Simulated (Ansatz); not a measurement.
Write a Python script for the Ansatz DFT code, driven from Python that makes cell relaxations under several functionals of In₃Bi, space group Pm-3m. Settings (first run): PBEsol, PAW, cutoff 503 eV, 5×5×5 k-points, Fermi-Dirac smearing of 0.1 eV, D3BJ dispersion.

```
CELL_PARAMETERS angstrom
4.85076 0.00000 0.00000
0.00000 4.85076 0.00000
0.00000 0.00000 4.85076
ATOMIC_POSITIONS crystal
In 0.00000 0.50000 0.50000
In 0.50000 0.00000 0.50000
In 0.50000 0.50000 0.00000
Bi 0.00000 0.00000 0.00000
```

`in3bi_lattice.py`
```python
'''How the lattice of In3Bi depends on the functional.'''

import logging
import sys
import warnings

import ansatz
import numpy as np

logging.basicConfig(stream=sys.stdout, format='%(name)s: %(message)s')
logger = logging.getLogger('run')
logger.setLevel(logging.INFO)

def edges_and_angles(cell):
    cell = np.asarray(cell)
    a, b, c = np.linalg.norm(cell, axis=1)
    cosines = cell[1] @ cell[2] / (b * c), cell[0] @ cell[2] / (a * c), cell[0] @ cell[1] / (a * b)
    return (a, b, c, *np.degrees(np.arccos(cosines)))


def main() -> None:
    warnings.simplefilter('ignore', ansatz.DeckWarning)

    lattice = ansatz.Lattice.of(
        (4.850761, 0.0, 0.0),
        (0.0, 4.850761, 0.0),
        (0.0, 0.0, 4.850761),
    )
    sites = [
        ('In', (0.0, 0.5, 0.5)),
        ('In', (0.5, 0.0, 0.5)),
        ('In', (0.5, 0.5, 0.0)),
        ('Bi', (0.0, 0.0, 0.0)),
    ]
    system = ansatz.Crystal(lattice=lattice)
    for symbol, position in sites:
        system = system.atom(symbol, position)

    model = (
        system.calculation()
        .occupations('Fermi-Dirac')
        .basis(37 * ansatz.Ry)
        .kpoints(5, 5, 5)  # the mesh must be finer for metals
        .scf(tolerance=1e-09)
        .relax(cell=True, force_tolerance=0.03)
    )

    levels = [('pbesol', 'd3bj'), ('lda', 'none'), ('pbesol', 'none')]
    logger.info('level            a       b       c    alpha   beta  gamma  V/atom  steps')
    for name, dispersion in levels:
        seen = []
        run = model.functional(name, dispersion=dispersion).session().plan()
        out = run.execute(on_event=lambda e: seen.append(e) if e['event'] == 'relax_step' else None)
        cell = out.lattice.cell_ang
        label = name if dispersion == 'none' else f'{name}+{dispersion}'
        print('{:13s} {:7.4f} {:7.4f} {:7.4f} {:6.2f} {:6.2f} {:6.2f}'.format(label, *edges_and_angles(cell)), f'{abs(np.linalg.det(cell)) / len(out.lattice.sites):7.3f} {len(seen):5d}')


if __name__ == '__main__':
    main()
```

Output of `python in3bi_lattice.py`:
```text
run: level            a       b       c    alpha   beta  gamma  V/atom  steps
pbesol+d3bj    4.7157  4.7157  4.7157  90.00  90.00  90.00  26.217     4
lda            4.7488  4.7488  4.7488  90.00  90.00  90.00  26.773     4
pbesol         4.8025  4.8025  4.8025  90.00  90.00  90.00  27.691     3
```

From smallest to largest: PBEsol+D3BJ (26.22 Å³ an atom, -8.1 % against the start), LDA (26.77 Å³ an atom, -6.2 % against the start) and PBEsol (27.69 Å³ an atom, -3.0 % against the start). The spread is 5.6 % in volume.

Reading the output:
- Forces vanish by symmetry, so the ions can't move, and the end may be a saddle.
- Dispersion corrections can be off by several per cent in the lattices of metals, and by several GPa in the pressure at a fixed cell.
- For a metal this k-point mesh is coarse: on a finer one energies can move by several to tens of meV an atom and pressures by half a GPa or more, differences at one mesh by less.
- The program warned that this SCF threshold is loose for forces or stresses.
- Spin-orbit coupling, which matters for elements this heavy, is left out.
- This cell is a computed structure, which may not be the phase found in nature.
- The script silences the warnings on its input, which a real study should read.
- Finished in 24 s on 1 thread of Arm Neoverse V2, with other jobs on the host, peak memory 0.49 GiB.
